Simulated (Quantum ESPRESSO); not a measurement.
# AlCl (P6_3mc) in Quantum ESPRESSO: a series of runs, part 4 of 4

Quantum ESPRESSO 7.5.

## Step 5: Phonons, PBE

Input file pw.in:

```
&CONTROL
  calculation = 'scf'
  prefix = 'pwscf'
  outdir = './tmp'
  pseudo_dir = './pseudo'
  tprnfor = .true.
  tstress = .true.
  disk_io = 'low'
/
&SYSTEM
  ibrav = 0
  celldm(1) = 8
  nat = 4
  ntyp = 2
  ecutwfc = 58
  nbnd = 16
  occupations = 'smearing'
  smearing = 'fd'
  degauss = 0.00367493
/
&ELECTRONS
  conv_thr = 8d-10
  electron_maxstep = 120
  mixing_beta = 0.5
/
ATOMIC_SPECIES
Al    26.9815 Al.upf
Cl    35.4500 Cl.upf
CELL_PARAMETERS alat
  0.9538994751657   0.0000000000000   0.0000000000000
 -0.4769497364018   0.8261011783822   0.0000000000000
  0.0000000000000   0.0000000000000   1.5569964971546
ATOMIC_POSITIONS crystal
Al     0.3333333300    0.6666666700    0.0000000000
Al     0.6666666700    0.3333333300    0.5000000000
Cl     0.3333333300    0.6666666700    0.3849999900
Cl     0.6666666700    0.3333333300    0.8849999900
K_POINTS automatic
4 4 2 0 0 1
```

Input file relax.in:

```
&CONTROL
  calculation = 'relax'
  prefix = 'pwscf'
  outdir = './tmp'
  pseudo_dir = './pseudo'
  tprnfor = .true.
  tstress = .true.
  disk_io = 'low'
  nstep = 40
  forc_conv_thr = 0.0001
  etot_conv_thr = 1d-06
/
&SYSTEM
  ibrav = 0
  celldm(1) = 8
  nat = 4
  ntyp = 2
  ecutwfc = 58
  nbnd = 16
  occupations = 'smearing'
  smearing = 'fd'
  degauss = 0.00367493
/
&ELECTRONS
  conv_thr = 8d-10
  electron_maxstep = 120
  mixing_beta = 0.5
/
&IONS
  ion_dynamics = 'bfgs'
/
ATOMIC_SPECIES
Al    26.9815 Al.upf
Cl    35.4500 Cl.upf
CELL_PARAMETERS alat
  0.9538994751657   0.0000000000000   0.0000000000000
 -0.4769497364018   0.8261011783822   0.0000000000000
  0.0000000000000   0.0000000000000   1.5569964971546
ATOMIC_POSITIONS crystal
Al     0.3333333300    0.6666666700    0.0000000000
Al     0.6666666700    0.3333333300    0.5000000000
Cl     0.3333333300    0.6666666700    0.3849999900
Cl     0.6666666700    0.3333333300    0.8849999900
K_POINTS automatic
4 4 2 0 0 1
```

Input file gamma.in:

```
&CONTROL
  calculation = 'bands'
  prefix = 'pwscf'
  outdir = './tmp'
  pseudo_dir = './pseudo'
  disk_io = 'low'
  verbosity = 'high'
/
&SYSTEM
  ibrav = 0
  celldm(1) = 8
  nat = 4
  ntyp = 2
  ecutwfc = 58
  nbnd = 16
  occupations = 'smearing'
  smearing = 'fd'
  degauss = 0.00367493
/
&ELECTRONS
  conv_thr = 1d-08
  electron_maxstep = 120
  mixing_beta = 0.5
  diago_full_acc = .true.
  startingwfc = 'random'
/
ATOMIC_SPECIES
Al    26.9815 Al.upf
Cl    35.4500 Cl.upf
CELL_PARAMETERS alat
  0.9538994752997  -0.0000000006819   0.0000000000000
 -0.4769497370593   0.8261011786071   0.0000000000000
  0.0000000000000   0.0000000000000   1.5569964971546
ATOMIC_POSITIONS crystal
Al     0.3333333433    0.6666666767    0.0097179662
Al     0.6666666767    0.3333333433    0.5097179662
Cl     0.3333333433    0.6666666767    0.3752820238
Cl     0.6666666767    0.3333333433    0.8752820238
K_POINTS crystal
1
0.0 0.0 0.0 1
```

Input file scf2.in:

```
&CONTROL
  calculation = 'scf'
  prefix = 'pwscf'
  outdir = './tmp'
  pseudo_dir = './pseudo'
  tprnfor = .true.
  tstress = .true.
  disk_io = 'low'
/
&SYSTEM
  ibrav = 0
  celldm(1) = 8
  nat = 4
  ntyp = 2
  ecutwfc = 58
  nbnd = 16
  occupations = 'fixed'
/
&ELECTRONS
  conv_thr = 1d-13
  electron_maxstep = 120
  mixing_beta = 0.5
  startingpot = 'file'
/
ATOMIC_SPECIES
Al    26.9815 Al.upf
Cl    35.4500 Cl.upf
CELL_PARAMETERS alat
  0.9538994752997  -0.0000000006819   0.0000000000000
 -0.4769497370593   0.8261011786071   0.0000000000000
  0.0000000000000   0.0000000000000   1.5569964971546
ATOMIC_POSITIONS crystal
Al     0.3333333433    0.6666666767    0.0097179662
Al     0.6666666767    0.3333333433    0.5097179662
Cl     0.3333333433    0.6666666767    0.3752820238
Cl     0.6666666767    0.3333333433    0.8752820238
K_POINTS automatic
4 4 2 0 0 1
```

Input file ph.in:

```
phonons of AlCl
&INPUTPH
  prefix = 'pwscf'
  outdir = './tmp'
  tr2_ph = 1d-18
  fildyn = 'dyn'
  niter_ph = 90
  alpha_mix(1) = 0.7
  epsil = .true.
/
0.0000000000 0.0000000000 0.0000000000
```

Input file dynmat.in:

```
&INPUT
  fildyn = 'dyn'
  asr = 'crystal'
  lperm = .true.
  filout = 'dynmat.disp'
  fileig = 'dynmat.eig'
/
```

Input file dynmat_lo.in:

```
&INPUT
  fildyn = 'dyn'
  asr = 'crystal'
  filout = 'dynmat_lo.disp'
  fileig = 'dynmat_lo.eig'
  q(1) = 0
  q(2) = 0
  q(3) = 1
/
```

Potentials or basis: PseudoDojo 0.4.1 SR PBE standard.

Started as:

```sh
OMP_NUM_THREADS=1 pw.x -in pw.in > pw.out
OMP_NUM_THREADS=1 pw.x -in relax.in > relax.out
OMP_NUM_THREADS=1 pw.x -in gamma.in > gamma.out
OMP_NUM_THREADS=1 pw.x -in scf2.in > scf2.out
OMP_NUM_THREADS=1 ph.x -in ph.in > ph.out
OMP_NUM_THREADS=1 dynmat.x -in dynmat.in > dynmat.out
OMP_NUM_THREADS=1 dynmat.x -in dynmat_lo.in > dynmat_lo.out
```

pw.out:

```text
This program is part of the open-source Quantum ESPRESSO suite
     for quantum simulation of materials; please cite
[... 9 lines left out ...]
     --------------------
     sticks:   dense  smooth     PW     G-vecs:    dense   smooth      PW
     Sum         931     931    253                37447    37447    5625

     Using Slab Decomposition

     bravais-lattice index     =            0
     lattice parameter (alat)  =       8.0000  a.u.
     unit-cell volume          =     628.1935 (a.u.)^3
     number of atoms/cell      =            4
     number of atomic types    =            2
     number of electrons       =        20.00
     number of Kohn-Sham states=           16
     kinetic-energy cutoff     =      58.0000  Ry
     charge density cutoff     =     232.0000  Ry
     scf convergence threshold =      8.0E-10
     mixing beta               =       0.5000
     number of iterations used =            8  plain     mixing
     Exchange-correlation= PBE
                           (   1   4   3   4   0   0   0)

     celldm(1)=   8.000000  celldm(2)=   0.000000  celldm(3)=   0.000000
     celldm(4)=   0.000000  celldm(5)=   0.000000  celldm(6)=   0.000000

     crystal axes: (cart. coord. in units of alat)
               a(1) = (   0.953899   0.000000   0.000000 )
               a(2) = (  -0.476950   0.826101   0.000000 )
               a(3) = (   0.000000   0.000000   1.556996 )

     reciprocal axes: (cart. coord. in units 2 pi/alat)
               b(1) = (  1.048328  0.605253 -0.000000 )
               b(2) = (  0.000000  1.210505  0.000000 )
[... 64 lines left out ...]
     ethr =  1.77E-04,  avg # of iterations =  4.8

     total energy              =     -74.73912811 Ry
     estimated scf accuracy    <       0.03447956 Ry
[... 50 lines left out ...]
     iteration #  9     ecut=    58.00 Ry     beta= 0.50
     Davidson diagonalization with overlap
     ethr =  9.36E-12,  avg # of iterations =  4.0

     End of self-consistent calculation

          k = 0.0000 0.0000 0.1606 (  4710 PWs)   bands (ev):

   -12.4899 -12.2324  -2.2356  -0.5525  -0.3798  -0.3798  -0.1632  -0.1632
     3.1783   4.3107   8.1478   8.3297   8.3297   8.3330   8.9279   8.9279

          k = 0.0000 0.3026 0.1606 (  4683 PWs)   bands (ev):

   -12.3375 -12.1406  -2.1958  -1.6515  -1.1355  -0.6398  -0.3338  -0.2329
     4.3973   5.4254   7.1774   7.4174   8.6011   9.0271   9.1198   9.9164

          k = 0.0000-0.6053 0.1606 (  4682 PWs)   bands (ev):

   -12.1521 -12.0672  -2.6363  -2.3923  -1.0138  -0.8611  -0.5011  -0.4334
     4.8833   5.4361   6.9273   6.9948   9.1726   9.3624   9.3873  11.0683

          k = 0.2621 0.4539 0.1606 (  4680 PWs)   bands (ev):

   -12.1551 -12.0655  -2.3761  -2.2632  -1.3192  -0.9646  -0.8541  -0.3751
     5.5005   6.1070   7.1030   7.4362   8.2416   8.4208   9.6534  10.5475

     the Fermi energy is     6.5273 ev

!    total energy              =     -74.74620105 Ry
     estimated scf accuracy    <          7.0E-11 Ry
     smearing contrib. (-TS)   =      -0.00001163 Ry
     internal energy E=F+TS    =     -74.74618943 Ry

     The total energy is F=E-TS. E is the sum of the following terms:
     one-electron contribution =     -11.10813623 Ry
     hartree contribution      =      13.99864345 Ry
     xc contribution           =     -22.18311332 Ry
     ewald contribution        =     -55.45358332 Ry

     convergence has been achieved in   9 iterations

     Forces acting on atoms (cartesian axes, Ry/au):

     atom    1 type  1   force =     0.00000000    0.00000000    0.00779317
     atom    2 type  1   force =     0.00000000   -0.00000000    0.00779317
     atom    3 type  2   force =    -0.00000000    0.00000000   -0.00779317
     atom    4 type  2   force =     0.00000000   -0.00000000   -0.00779317

     Total force =     0.015586     Total SCF correction =     0.000002

     Computing stress (Cartesian axis) and pressure

          total   stress  (Ry/bohr**3)                   (kbar)     P=      163.58
   0.00119027  -0.00000000   0.00000000          175.09       -0.00        0.00
  -0.00000000   0.00119027   0.00000000           -0.00      175.09        0.00
   0.00000000   0.00000000   0.00095545            0.00        0.00      140.55

=------------------------------------------------------------------------------=
   JOB DONE.
=------------------------------------------------------------------------------=
```

gamma.out:

```text
This program is part of the open-source Quantum ESPRESSO suite
     for quantum simulation of materials; please cite
         "P. Giannozzi et al., J. Phys.:Condens. Matter 21 395502 (2009);
         "P. Giannozzi et al., J. Phys.:Condens. Matter 29 465901 (2017);
         "P. Giannozzi et al., J. Chem. Phys. 152 154105 (2020);
[... 230 lines left out ...]

   -12.5540 -12.1729  -2.7902  -0.3273  -0.3273  -0.2061  -0.0022  -0.0022
     2.4860   4.5086   8.2930   8.2930   8.6371   8.7952   9.3098   9.3098

=------------------------------------------------------------------------------=
   JOB DONE.
=------------------------------------------------------------------------------=
```

It took 1.9 min on 1 thread of AMD EPYC 9R45 (Zen 5), shared host; peak memory 0.1 GiB.

Results:

| Quantity | Value |
| --- | --- |
| Free energy | -1017.0009 eV |
| Pressure after relaxing | 15.9 GPa |
| Electronic dielectric tensor (diagonal) | 13.72, 13.72, 18.54 |
| Born charges (mean of the diagonal) | Al +2.33; Cl -2.25 e |
| Highest phonon frequency at Γ, LO-TO splitting left out | 302 cm⁻¹ |
| Most unstable mode | 167i cm⁻¹ |

The path:
```csv
step,energy change (eV),largest force (eV/Å),pressure (GPa)
1,0.0000,0.2004,16.36
2,-0.0032,0.1892,16.33
3,-0.0065,0.1765,16.29
4,-0.0111,0.1572,16.24
5,-0.0169,0.1272,16.17
6,-0.0232,0.0797,16.07
7,-0.0270,0.0004,15.94
8,-0.0270,0.0000,15.94
```

Final structure:
```
CELL_PARAMETERS angstrom
4.03825 0.00000 0.00000
-2.01913 3.49723 0.00000
0.00000 0.00000 6.59142
ATOMIC_POSITIONS crystal
Al 0.33333 0.66667 0.00972
Al 0.66667 0.33333 0.50972
Cl 0.33333 0.66667 0.37528
Cl 0.66667 0.33333 0.87528
```

Phonon frequencies in cm⁻¹ (negative: imaginary):
| q point | frequencies |
| --- | --- |
| (0.000, 0.000, 0.000) | -167 -128 -128 -2 1 1 182 184 184 186 186 302 |

Electronic dielectric tensor:
```
13.72  0.00  0.00
 0.00 13.72  0.00
 0.00  0.00 18.54
```

Born effective charge tensors (e):
atom 1, Al
```
2.24 0.00 0.00
0.00 2.24 0.00
0.00 0.00 2.51
```
atom 2, Al
```
2.24 0.00 0.00
0.00 2.24 0.00
0.00 0.00 2.51
```
atom 3, Cl
```
-2.09  0.00  0.00
 0.00 -2.09  0.00
 0.00  0.00 -2.56
```
atom 4, Cl
```
-2.09  0.00  0.00
 0.00 -2.09  0.00
 0.00  0.00 -2.56
```

Optical modes at Γ, degenerate ones joined, polar ones without the macroscopic field:
```
cm⁻¹  components  symmetry     active in  IR intensity, summed ((D/Å)²/amu)
167i           1        B1        silent                               0.00
128i           2        E2         Raman                               0.00
 182           1        A1  IR and Raman                              19.39
 184           2        E1  IR and Raman                              28.26
 186           2        E2         Raman                               0.00
 302           1        B1        silent                               0.00
```

Zone-centre frequencies without and with the macroscopic field along z (cm⁻¹):
|  | optical modes in rising order |
| --- | --- |
| without | 167i 128i 128i 182 184 184 186 186 302 |
| with the field | 167i 128i 128i 184 184 186 186 239 302 |

Caveat: the k mesh is coarse (spacing up to 0.48 Å⁻¹), so the values aren't converged; the mesh is thin for the dielectric tensor, Born charges and intensities, which usually come out too large; some modes are imaginary; the cell is more than 3 GPa from zero pressure, which shifts response properties; the Born charges break their sum rule by 0.17 e, a sign of too thin a mesh.

## Step 6: Phonons, PBE

pw.in is that of step 5.

relax.in is that of step 5.

gamma.in is that of step 5.

scf2.in is that of step 5.

ph.in is that of step 5.

dynmat.in is that of step 5.

dynmat_lo.in is that of step 5.

Potentials or basis: PseudoDojo 0.4 SR PBE stringent.

Started as:

```sh
OMP_NUM_THREADS=1 pw.x -in pw.in > pw.out
OMP_NUM_THREADS=1 pw.x -in relax.in > relax.out
OMP_NUM_THREADS=1 pw.x -in gamma.in > gamma.out
OMP_NUM_THREADS=1 pw.x -in scf2.in > scf2.out
OMP_NUM_THREADS=1 ph.x -in ph.in > ph.out
OMP_NUM_THREADS=1 dynmat.x -in dynmat.in > dynmat.out
OMP_NUM_THREADS=1 dynmat.x -in dynmat_lo.in > dynmat_lo.out
```

pw.out:

```text
This program is part of the open-source Quantum ESPRESSO suite
     for quantum simulation of materials; please cite
[... 9 lines left out ...]
     --------------------
     sticks:   dense  smooth     PW     G-vecs:    dense   smooth      PW
     Sum         931     931    253                37447    37447    5625

     Using Slab Decomposition

     bravais-lattice index     =            0
     lattice parameter (alat)  =       8.0000  a.u.
     unit-cell volume          =     628.1935 (a.u.)^3
     number of atoms/cell      =            4
     number of atomic types    =            2
     number of electrons       =        20.00
     number of Kohn-Sham states=           16
     kinetic-energy cutoff     =      58.0000  Ry
     charge density cutoff     =     232.0000  Ry
     scf convergence threshold =      8.0E-10
     mixing beta               =       0.5000
     number of iterations used =            8  plain     mixing
     Exchange-correlation= PBE
                           (   1   4   3   4   0   0   0)

[... 150 lines left out ...]
          k = 0.2621 0.4539 0.1606 (  4680 PWs)   bands (ev):

   -12.1551 -12.0655  -2.3761  -2.2632  -1.3192  -0.9646  -0.8541  -0.3751
     5.5005   6.1070   7.1030   7.4362   8.2416   8.4208   9.6534  10.5475

     the Fermi energy is     6.5273 ev

!    total energy              =     -74.74620105 Ry
     estimated scf accuracy    <          7.0E-11 Ry
     smearing contrib. (-TS)   =      -0.00001163 Ry
     internal energy E=F+TS    =     -74.74618943 Ry

     The total energy is F=E-TS. E is the sum of the following terms:
     one-electron contribution =     -11.10813623 Ry
     hartree contribution      =      13.99864345 Ry
     xc contribution           =     -22.18311332 Ry
     ewald contribution        =     -55.45358332 Ry

     convergence has been achieved in   9 iterations

     Forces acting on atoms (cartesian axes, Ry/au):

     atom    1 type  1   force =     0.00000000    0.00000000    0.00779317
     atom    2 type  1   force =     0.00000000    0.00000000    0.00779317
     atom    3 type  2   force =     0.00000000   -0.00000000   -0.00779317
     atom    4 type  2   force =    -0.00000000    0.00000000   -0.00779317

     Total force =     0.015586     Total SCF correction =     0.000002

     Computing stress (Cartesian axis) and pressure

          total   stress  (Ry/bohr**3)                   (kbar)     P=      163.58
   0.00119027  -0.00000000  -0.00000000          175.09       -0.00       -0.00
  -0.00000000   0.00119027  -0.00000000           -0.00      175.09       -0.00
   0.00000000   0.00000000   0.00095545            0.00        0.00      140.55

=------------------------------------------------------------------------------=
   JOB DONE.
=------------------------------------------------------------------------------=
```

Wall time 1.9 min (1 thread of AMD EPYC 9R45 (Zen 5), shared host); peak memory 0.1 GiB.

What came out:

```
Free energy                                             : -1017.0009 eV
Pressure after relaxing                                 : 15.9 GPa
Electronic dielectric tensor (diagonal)                 : 13.72, 13.72, 18.54
Born charges (mean of the diagonal)                     : Al +2.33; Cl -2.25 e
Highest phonon frequency at Γ, LO-TO splitting left out : 302 cm⁻¹
Most unstable mode                                      : 167i cm⁻¹
```

Stress tensor (GPa, compression positive):
```
15.30  0.00  0.00
 0.00 15.30  0.00
 0.00  0.00 17.23
```

The path:
| step | energy change (eV) | largest force (eV/Å) | pressure (GPa) |
| --- | --- | --- | --- |
| 1 | 0.0000 | 0.2004 | 16.36 |
| 2 | -0.0032 | 0.1892 | 16.33 |
| 3 | -0.0065 | 0.1765 | 16.29 |
| 4 | -0.0111 | 0.1572 | 16.24 |
| 5 | -0.0169 | 0.1272 | 16.17 |
| 6 | -0.0232 | 0.0797 | 16.07 |
| 7 | -0.0270 | 0.0004 | 15.94 |
| 8 | -0.0270 | 0.0000 | 15.94 |

Final structure:
```
Al Cl
1.0
     4.03825    0.00000    0.00000
    -2.01913    3.49723    0.00000
     0.00000    0.00000    6.59142
Al Cl
2 2
Cartesian
  0.0000 2.3315 0.0641
  2.0191 1.1657 3.3598
  0.0000 2.3315 2.4736
  2.0191 1.1657 5.7693
```

Levels at points of the mesh, in eV from the valence-band top:
| k point | band 8 | band 9 | band 10 | band 11 | band 12 | band 13 |
| --- | --- | --- | --- | --- | --- | --- |
| (0.00, 0.00, 0.25) | -6.07 | -2.84 | -1.50 | 2.21 | 2.29 | 2.34 |

Phonon frequencies in cm⁻¹ (negative: imaginary):
```
              q point                                    frequencies
(0.000, 0.000, 0.000)  -167 -128 -128 -2 1 1 182 184 184 186 186 302
```

Electronic dielectric tensor:
```
13.72  0.00  0.00
 0.00 13.72  0.00
 0.00  0.00 18.54
```

Born effective charge tensors (e):
atom 1, Al
```
2.24 0.00 0.00
0.00 2.24 0.00
0.00 0.00 2.51
```
atom 2, Al
```
2.24 0.00 0.00
0.00 2.24 0.00
0.00 0.00 2.51
```
atom 3, Cl
```
-2.09  0.00  0.00
 0.00 -2.09  0.00
 0.00  0.00 -2.56
```
atom 4, Cl
```
-2.09  0.00  0.00
 0.00 -2.09  0.00
 0.00  0.00 -2.56
```

Optical modes at Γ, degenerate ones joined, polar ones without the macroscopic field:
| cm⁻¹ | components | symmetry | active in | IR intensity, summed ((D/Å)²/amu) |
| --- | --- | --- | --- | --- |
| 167i | 1 | B1 | silent | 0.00 |
| 128i | 2 | E2 | Raman | 0.00 |
| 182 | 1 | A1 | IR and Raman | 19.39 |
| 184 | 2 | E1 | IR and Raman | 28.26 |
| 186 | 2 | E2 | Raman | 0.00 |
| 302 | 1 | B1 | silent | 0.00 |

Zone-centre frequencies without and with the macroscopic field along z (cm⁻¹):
```tsv
	optical modes in rising order
without	167i 128i 128i 182 184 184 186 186 302
with the field	167i 128i 128i 184 184 186 186 239 302
```

Caveat: the k mesh is coarse (spacing up to 0.48 Å⁻¹), so the values aren't converged; the mesh is thin for the dielectric tensor, Born charges and intensities, which usually come out too large; some modes are imaginary; the cell is more than 3 GPa from zero pressure, which shifts response properties; the Born charges break their sum rule by 0.17 e, a sign of too thin a mesh.

## Step 7: Overview

| level | potentials or basis | cell | cutoff (eV) | form of the LDA correlation | diagonalization | other keys | pressure (GPa) |
| --- | --- | --- | --- | --- | --- | --- | --- |
| LDA | PseudoDojo 0.4.1 SR LDA stringent | relaxed from: volume scaled by 1.04 | 762 | PW92 | rmm-paro | diagonalization = rmm-paro | 10.9 |
| PBE | SPMS 1.0 PBE | relaxed | 707 | - | - | - | 16.0 |
| PBE | PseudoDojo 0.4.1 SR PBE standard | relaxed | 789 | - | - | - | 15.9 |
| PBE | PseudoDojo 0.4 SR PBE stringent | relaxed | 789 | - | - | - | 15.9 |

Alike in all rows: task phonons; no spin polarisation; k mesh 4 × 4 × 2, shifted; smearing fermi-dirac 0.05 eV; the mesh is coarse, so values aren't converged.

Caveats: all runs use coarse meshes; some modes are imaginary; the cell is more than 3 GPa from zero pressure, which shifts response properties.

Total energies depend on the potentials used, so only differences within one code and one set of settings carry meaning.
